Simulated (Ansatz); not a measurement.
# Si16Ge: the cost of one run

Method: DFT PBE+D3(BJ), plane waves, PAW, scalar-relativistic, no spin polarisation, in Ansatz 0.2.0.

### 1 Starting point

The cell holds 17 atoms (GeSi16): a = 7.679 Å, b = 7.679 Å, c = 7.679 Å, α = 60.00°, β = 60.00°, γ = 60.00°.

Structure file:

```
Si Ge
1.0
     0.00000    5.43000    5.43000
     5.43000    0.00000    5.43000
     5.43000    5.43000    0.00000
Si Ge
16 1
Direct
  0.00000 0.00000 0.00000
  0.12500 0.12500 0.12500
  0.00000 0.00000 0.50000
  0.12500 0.12500 0.62500
  0.00000 0.50000 0.00000
  0.12500 0.62500 0.12500
  0.00000 0.50000 0.50000
  0.12500 0.62500 0.62500
  0.50000 0.00000 0.00000
  0.62500 0.12500 0.12500
  0.50000 0.00000 0.50000
  0.62500 0.12500 0.62500
  0.50000 0.50000 0.00000
  0.62500 0.62500 0.12500
  0.50000 0.50000 0.50000
  0.62500 0.62500 0.62500
  0.87098 0.87717 0.38266
```

### 2 Relaxing end A

File input.yaml:

```yaml
crystal:
  lattice:
    - [0.0, 5.43, 5.43]
    - [5.43, 0.0, 5.43]
    - [5.43, 5.43, 0.0]
  atoms:
    - { symbol: Si, position: [0.0, 0.0, 0.0] }
    - { symbol: Si, position: [0.125, 0.125, 0.125] }
    - { symbol: Si, position: [0.0, 0.0, 0.5] }
    - { symbol: Si, position: [0.125, 0.125, 0.625] }
    - { symbol: Si, position: [0.0, 0.5, 0.0] }
    - { symbol: Si, position: [0.125, 0.625, 0.125] }
    - { symbol: Si, position: [0.0, 0.5, 0.5] }
    - { symbol: Si, position: [0.125, 0.625, 0.625] }
    - { symbol: Si, position: [0.5, 0.0, 0.0] }
    - { symbol: Si, position: [0.625, 0.125, 0.125] }
    - { symbol: Si, position: [0.5, 0.0, 0.5] }
    - { symbol: Si, position: [0.625, 0.125, 0.625] }
    - { symbol: Si, position: [0.5, 0.5, 0.0] }
    - { symbol: Si, position: [0.625, 0.625, 0.125] }
    - { symbol: Si, position: [0.5, 0.5, 0.5] }
    - { symbol: Si, position: [0.625, 0.625, 0.625] }
    - { symbol: Ge, position: [0.8709834, 0.8771708, 0.382664] }
basis:
  ecutwfc: 420.0
kpoints:
  mp_grid: { grid: [2, 2, 2] }
hamiltonian:
  xc: pbe
  dispersion: d3bj
  pseudopotentials: { kind: paw, azcp: { folder: soft_1 } }
scf:
  occupations: { method: gaussian, width: 0.02 }
  lower_state_search: "off"
relax:
  f_tol: 0.03
  max_steps: 60
  adjacent_minimum: "off"
```

Started as:

```sh
ansatz run input.yaml --threads 1 --pin off --max-ram 3072MiB --backend cpu --events-out ev --progress --plain --runs-dir out
```

What time and memory should one allow on 1 thread of Arm Neoverse V1, shared host?

About 57 s, with a peak of 0.55 GiB.
